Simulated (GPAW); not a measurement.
Crystal: BaTiO3.

```
Ba Ti O
1.0
     4.00600    0.00000    0.00000
     0.00000    4.00600    0.00000
     0.00000    0.00000    4.00600
Ba Ti O
1 1 3
Direct
  0.50000 0.50000 0.50000
  0.00000 0.00000 0.00000
  0.00000 0.00000 0.50000
  0.00000 0.50000 0.00000
  0.50000 0.00000 0.00000
```

Base run:

| Item | Value |
| --- | --- |
| Program | GPAW 26.7.0 |
| Functional | PBEsol |
| Potentials or basis | PAW data sets generated in the run's folder for this functional |
| Cutoff | 800 eV |
| Basis | pw |
| k mesh | 7 × 7 × 7 |
| Occupations | fermi-dirac, width 0.05 eV |
| Spin | no spin polarisation |
| Hubbard terms | Ti d U = 2 eV |

Its results: band gap on the k mesh 2.05 eV, indirect (least direct gap 2.15 eV); pressure -2.3 GPa.

Task: After a change of settings the same cell gave: band gap on the k mesh 2.20 eV, indirect (least direct gap 2.30 eV); pressure -1.8 GPa. Which change was it?
A. hubbard terms from Ti d U = 2 eV to none
B. hubbard terms from Ti d U = 2 eV to Ti d U = 6 eV
C. hubbard terms from Ti d U = 2 eV to Ti d U = 3 eV

Result: C.

Caveats: spin-orbit coupling is left out, which moves the levels of the heavy elements.

Not every run made on this cell is shown here.
